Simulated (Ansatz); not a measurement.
# NiPt3: single point with PBEsol

The system is NiPt3.

```
Pt Ni
1.0
     3.85504    0.00000    0.00000
     0.00000    3.85504    0.00000
     0.00000    0.00000    3.85504
Pt Ni
3 1
Cartesian
  2.0008 1.9532 0.0115
  1.9319 -0.0049 1.9156
  -0.0516 1.9239 1.8912
  0.0073 0.0293 -0.0235
```

The cell comes from a database or a generator and needn't be the stable form of this composition.

The cell isn't the ideal one: atoms moved at random, drawn with an rms of 0.05 Å.

- Program: Ansatz 0.2.0
- Task: single point
- Functional: PBEsol
- Potentials or basis: all-electron LAPW, scalar-relativistic
- Cutoff: 313 eV (chosen from the basis error)
- Basis error allowed: 0.001 eV/atom
- k mesh: 7 × 7 × 7
- Occupations: fermi-dirac, width 0.05 eV
- Spin: collinear spin, ferromagnetic start
- Starting moments: [0.0, 0.0, 0.0, 1.0] μB

| Item | Value |
| --- | --- |
| Pressure | -5.1 GPa |
| Largest force | 1.542 eV/Å |
| Band gap on the k mesh | none (metal or under the smearing width) |
| Net moment | 0.89 μB per cell |
| Absolute moment | 0.99 μB per cell |
| Site moments | Pt +0.10; Ni +0.62 μB |

Forces in eV/Å, atoms in the order of the input:
```
Pt  -1.200 -0.212 -0.608
Pt  -0.469  0.252  0.159
Pt   1.474  0.076  0.449
Ni   0.195 -0.117  0.001
```

Stress tensor (GPa, compression positive):
```
-4.98 -0.11  0.74
-0.11 -5.66  0.09
 0.74  0.09 -4.57
```

Levels at points of the mesh, in eV from the Fermi level:
Spin up:
| k point | band 70 | band 71 | band 72 | band 73 | band 74 | band 75 |
| --- | --- | --- | --- | --- | --- | --- |
| (0.00, 0.00, 0.00) | 0.21 | 0.64 | 0.67 | 0.69 | 1.80 | 1.81 |
Spin down:
| k point | band 69 | band 70 | band 71 | band 72 | band 73 | band 74 | band 75 | band 76 |
| --- | --- | --- | --- | --- | --- | --- | --- | --- |
| (0.00, 0.00, 0.00) | 0.28 | 0.28 | 0.71 | 0.75 | 0.76 | 1.81 | 1.81 | 1.91 |

Wall time 11 min on 4 threads of Arm Neoverse V1 (shared host), peak memory 3.6 GiB.

Spin-orbit coupling is left out, which matters for the levels of Pt.
